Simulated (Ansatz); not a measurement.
# GeNH₄ (quartet): the correlation ladder at distance Ge1–H5 along a hydrogen transfer = 1.591 Å, cc-pVDZ

How much of the correlation energy of GeNH₄ (quartet) does each wave-function method recover here?

Method: cc-pVDZ, core rule «outside noble gas», up to 15 orbitals frozen; program: Ansatz 0.2.0, Gaussian basis.

Plan: UHF; CCSD(T) on ROHF; CCSD(T) on UHF; BCCD(T) on ROHF; CISD; CCSDT(Q) on ROHF; CCSDT(Q) on UHF; CASSCF and MRCISD+Q, 5 electrons in 5 orbitals; CASSCF and NEVPT2, 5 electrons in 5 orbitals.

10 further runs of the same task are left out: 2 for a mislabelled method, 8 that didn't finish.

### Step 1. What is computed

The geometry derives from fragments relaxed apart (PBE0/def2-TZVP) and kept rigid, so it is no stationary point. A hydrogen atom is moved between rigid fragments. No spin-orbit coupling is included. The filled d shell of Ge may be among the frozen orbitals whatever the setting's name suggests; the logs give the count.

6 atoms, charge 0, spin multiplicity 4.

Atoms are counted from 1 here; the program's logs count them from 0.

Bond lengths: Ge1–H2 1.534 Å, Ge1–H3 1.534 Å, Ge1–H4 1.534 Å, Ge1–H5 1.591 Å. Angles: H2–Ge1–H3 109.5°, H2–Ge1–H4 109.5°, H2–Ge1–H5 109.5°, H3–Ge1–H4 109.5°, H3–Ge1–H5 109.5°, H4–Ge1–H5 109.5°.

Geometry (Å):

```csv
atom,x (Å),y (Å),z (Å)
Ge1,-0.45924,0.00000,0.00000
H2,-0.97069,1.44660,0.00000
H3,-0.97069,-0.72330,1.25279
H4,-0.97069,-0.72330,-1.25279
H5,1.13176,0.00000,0.00000
N6,2.50976,0.00000,0.00000
```

### Step 2. UHF

The input, in.yaml:

```yaml
crystal:
  periodic: [false, false, false]
  atoms:
    - {symbol: Ge, position_ang: [-0.459238, 0.000000, 0.000000]}
    - {symbol: H, position_ang: [-0.970688, 1.446599, 0.000000]}
    - {symbol: H, position_ang: [-0.970688, -0.723300, 1.252792]}
    - {symbol: H, position_ang: [-0.970688, -0.723299, -1.252792]}
    - {symbol: H, position_ang: [1.131762, 0.000000, 0.000000]}
    - {symbol: N, position_ang: [2.509762, 0.000000, 0.000000]}
basis:
  gaussian: {orbitals: cc-pVDZ}
magnetization: {spin_polarized: true, initial_magnetization: 3}
hamiltonian: {xc: hf}
output: {orbitals: {seedname: orbitals}}
```

Run with:

```bash
$ ansatz run in.yaml --threads 1 --pin off --events-out ev --progress --plain --max-ram 2393MiB
```

Further steps of the session: CCSD(T) on ROHF; CCSD(T) on UHF; BCCD(T) on ROHF; CISD; CCSDT(Q) on ROHF; CCSDT(Q) on UHF; CASSCF and MRCISD+Q, 5 electrons in 5 orbitals; CASSCF and NEVPT2, 5 electrons in 5 orbitals.

**Question.** What will the summary of the whole plan be? Wanted: UCCSDT(Q) below the RHF energy; RMP2 from UCCSDT(Q); UMP2 from UCCSDT(Q); RCCSD from UCCSDT(Q); RCCSD(T) from UCCSDT(Q); UCCSD(T) from UCCSDT(Q); RCCSDT(Q) from UCCSDT(Q); NEVPT2 pair from UCCSDT(Q); T1 diagnostic.

**Answer**, as computed:

```
                         quantity                                                   value
   UCCSDT(Q) below the RHF energy                                              -7.0234 eV
              RMP2 from UCCSDT(Q)                                           +140.3 kJ/mol
              UMP2 from UCCSDT(Q)                                           +137.4 kJ/mol
             RCCSD from UCCSDT(Q)                                            +15.4 kJ/mol
          RCCSD(T) from UCCSDT(Q)                                             +3.3 kJ/mol
          UCCSD(T) from UCCSDT(Q)                                             +3.1 kJ/mol
         RCCSDT(Q) from UCCSDT(Q)                                             +0.2 kJ/mol
       NEVPT2 pair from UCCSDT(Q)                                           +132.8 kJ/mol
levels within 1 kcal/mol (43 meV)  RCCSD(T), UCCSD(T), BCCD(T), RCCSDT, UCCSDT, RCCSDT(Q)
                    T1 diagnostic                                                   0.027
```

**Reading.** RCCSD(T) lands +3.3 kJ/mol from the yardstick (0.5 % of the correlation energy). These misses are within one basis, not against nature; the frozen cores of restricted and unrestricted runs differ, which can shift their rows.
